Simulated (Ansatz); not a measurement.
# CH₆BNOSe: small, medium and large basis sets

An exercise on one series of results from a longer session: the logs are not shown, and one member is left open.

The runs use Ansatz 0.2.0, Gaussian basis; one geometry, several basis sets.

Plan: PBE0-D4/def2-SVP; ωB97M-V/def2-SVP; PBE0-D4/def2-QZVPP; ωB97M-V/def2-QZVPP; the functionals' def2-TZVPP values are taken from earlier runs.

## Structure used throughout

The geometry comes from an earlier relaxation with PBE0-D4 in a triple-zeta def2 set; it is a stationary point, not always the lowest conformer.

SMILES `NCB(O)[SeH]`, 11 atoms, charge 0, spin multiplicity 1.

Atoms are counted from 1 here; the program's logs count them from 0.

Bond lengths: N1–C2 1.476 Å, N1–H6 1.014 Å, N1–H7 1.014 Å, C2–B3 1.575 Å, C2–H8 1.093 Å, C2–H9 1.095 Å, B3–O4 1.357 Å, B3–Se5 1.964 Å, O4–H10 0.959 Å, Se5–H11 1.471 Å. Angles: C2–N1–H6 110.1°, C2–N1–H7 109.9°, H6–N1–H7 106.5°, N1–C2–B3 110.3°, N1–C2–H8 108.1°, N1–C2–H9 108.0°, B3–C2–H8 113.4°, B3–C2–H9 110.5°, H8–C2–H9 106.2°, C2–B3–O4 118.3°, C2–B3–Se5 117.7°, O4–B3–Se5 123.8°, B3–O4–H10 115.3°, B3–Se5–H11 97.6°.

Set-up of the first run:

File in.yaml:

```yaml
crystal:
  periodic: [false, false, false]
  atoms:
    - {symbol: N, position_ang: [-1.313959, 0.691371, 1.098534]}
    - {symbol: C, position_ang: [-0.077924, -0.114143, 1.129654]}
    - {symbol: B, position_ang: [0.548712, -0.210436, -0.311742]}
    - {symbol: O, position_ang: [1.211842, 0.868460, -0.799059]}
    - {symbol: Se, position_ang: [0.205914, -1.842273, -1.349996]}
    - {symbol: H, position_ang: [-1.994108, 0.262180, 0.481315]}
    - {symbol: H, position_ang: [-1.117294, 1.609586, 0.717232]}
    - {symbol: H, position_ang: [-0.317691, -1.087960, 1.564271]}
    - {symbol: H, position_ang: [0.621874, 0.365714, 1.821547]}
    - {symbol: H, position_ang: [1.501859, 0.793638, -1.710565]}
    - {symbol: H, position_ang: [0.796172, -1.393141, -2.620491]}
basis:
  gaussian: {orbitals: def2-SVP}
hamiltonian: {xc: pbe0, dispersion: d4}
output: {orbitals: {seedname: orbitals}}
```

Steps of the session up to this table: PBE0-D4 in def2-SVP; ωB97M-V in def2-SVP; PBE0-D4 in def2-QZVPP; ωB97M-V in def2-QZVPP.

One of the session's tables, all rows but one given; the rest of the session is left out.

It belongs to the step «Density functionals: the series». 

```
functional       basis  HOMO (eV)  LUMO (eV)
   PBE0-D4    def2-SVP      -6.37       0.18
   PBE0-D4  def2-TZVPP      -6.65      -0.11
   PBE0-D4  def2-QZVPP      -6.69      -0.36
   ωB97M-V    def2-SVP      -8.70       2.12
   ωB97M-V  def2-TZVPP          ?          ?
   ωB97M-V  def2-QZVPP      -9.02       0.99
```

Estimate the missing values for ωB97M-V, def2-TZVPP.

**Answer.** HOMO (eV): -8.98; LUMO (eV): 1.55. In the column «HOMO (eV)» it lies between ωB97M-V, def2-QZVPP (-9.02) and ωB97M-V, def2-SVP (-8.70).
